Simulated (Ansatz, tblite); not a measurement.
# Cd(OH)2 (CdH2O2): rung by rung

Aim: run the singlet of Cd(OH)2 (CdH2O2) at one geometry on many levels, and compare frontier levels, spin and run time.

Program: Ansatz 0.2.0, Gaussian basis. Level of theory: as each input shows. These are calculated values, not measurements.

The runs, in order: GFN1-xTB, GFN2-xTB, PBE-D4/def2-TZVP, r2SCAN-D4/def2-TZVP, LC-ωPBE/def2-TZVP, revPBE-D4/def2-TZVP, HF/def2-TZVP, B97M-V/def2-TZVP, BHLYP-D4/def2-TZVP, HSE06-D4/def2-TZVP, B2PLYP/def2-TZVP, PBE-D4/def2-SVP, PBE0-D4/def2-SVP, CCSD(T)/def2-TZVPP, MP2/def2-TZVP, RPA/def2-TZVP.

1 further run of the same task is left out (set aside as unsound or not needed).

## Step 1: The geometry

The geometry is that of the singlet, from an earlier relaxation (PBE0-D4/def2-TZVP).

5 atoms, charge 0, spin multiplicity 1.

Bond lengths: Cd1–O2 1.957 Å, Cd1–O4 1.957 Å, O2–H3 0.960 Å, O4–H5 0.960 Å. Angles: O2–Cd1–O4 174.8°, Cd1–O2–H3 112.4°, Cd1–O4–H5 112.4°.

Cd takes a core potential in the def2 sets. No spin-orbit coupling is included.

PBE0-D4/def2-TZVP was run before; its log isn't repeated, and its numbers join the tables.

## Step 2: GFN1-xTB

Tight binding, by tblite at 300 K electronic temperature and without a spin-polarisation term:

```python
tblite.interface.Calculator('GFN1-xTB', numbers, positions, charge=0, uhf=0).singlepoint()
```

Energy -306.0925 eV, HOMO -11.96 eV, LUMO -7.62 eV; 0.002 s.

## Step 3: GFN2-xTB

Tight binding, by tblite at 300 K electronic temperature and without a spin-polarisation term:

```python
tblite.interface.Calculator('GFN2-xTB', numbers, positions, charge=0, uhf=0).singlepoint()
```

Energy -263.6905 eV, HOMO -11.67 eV, LUMO -7.90 eV; 0.002 s.

## Step 4: PBE-D4/def2-TZVP

start.molden holds the orbitals of an earlier run on this state, given as this run's starting guess.

in.yaml reads:

```yaml
crystal:
  periodic: [false, false, false]
  atoms:
    - {symbol: Cd, position_ang: [-0.156358, -0.077756, 0.002427]}
    - {symbol: O, position_ang: [-0.285620, 0.042766, 1.951857]}
    - {symbol: H, position_ang: [-0.021120, 0.903601, 2.283963]}
    - {symbol: O, position_ang: [-0.186953, -0.277037, -1.944614]}
    - {symbol: H, position_ang: [0.650050, -0.591565, -2.293633]}
basis:
  gaussian: {orbitals: def2-TZVP, initial_orbitals: start.molden}
hamiltonian: {xc: pbe, dispersion: d4}
scf: {omitted_lower_state_checks: [starts]}
output: {forces: true, orbitals: {seedname: orbitals}}
```

Started as:

```console
> ansatz run in.yaml --threads 4 --pin off --events-out ev --progress --plain --max-ram 3916MiB
```

The runs that follow: r2SCAN-D4/def2-TZVP; LC-ωPBE/def2-TZVP; revPBE-D4/def2-TZVP; HF/def2-TZVP; B97M-V/def2-TZVP; BHLYP-D4/def2-TZVP; HSE06-D4/def2-TZVP; B2PLYP/def2-TZVP; PBE-D4/def2-SVP; PBE0-D4/def2-SVP; CCSD(T)/def2-TZVPP; MP2/def2-TZVP; RPA/def2-TZVP.

Q: Predict the results of all the runs planned. Wanted: gap in def2-TZVP, named functionals and Hartree-Fock, smallest and largest; correlation energy, CCSD(T)/def2-TZVPP; correlation energy, MP2/def2-TZVP; binding an atom, CCSD(T)/def2-TZVPP; PBE0 total energy, smallest basis above largest.

The runs gave:

| quantity | value |
| --- | --- |
| gap in def2-TZVP, named functionals and Hartree-Fock, smallest and largest | 4.19 eV (PBE-D4), 13.50 eV (HF) |
| correlation energy, CCSD(T)/def2-TZVPP | -33.18 eV |
| correlation energy, MP2/def2-TZVP | -27.31 eV |
| binding an atom, CCSD(T)/def2-TZVPP | 2.742 eV |
| PBE0 total energy, smallest basis above largest | 6.39 eV (def2-SVP, def2-TZVP) |

What this shows: Orbital gaps of the named functionals and Hartree-Fock in def2-TZVP span 4.19 eV (PBE-D4) to 13.50 eV (HF); exact exchange widens it. The functionals in def2-TZVP miss CCSD(T)/def2-TZVPP by -0.176 (BHLYP-D4) to +0.152 eV (PBE-D4) an atom. The reference is CCSD(T) in one finite basis, so it carries an error of its own, often a tenth of an eV or more, and near misses can't be ranked.
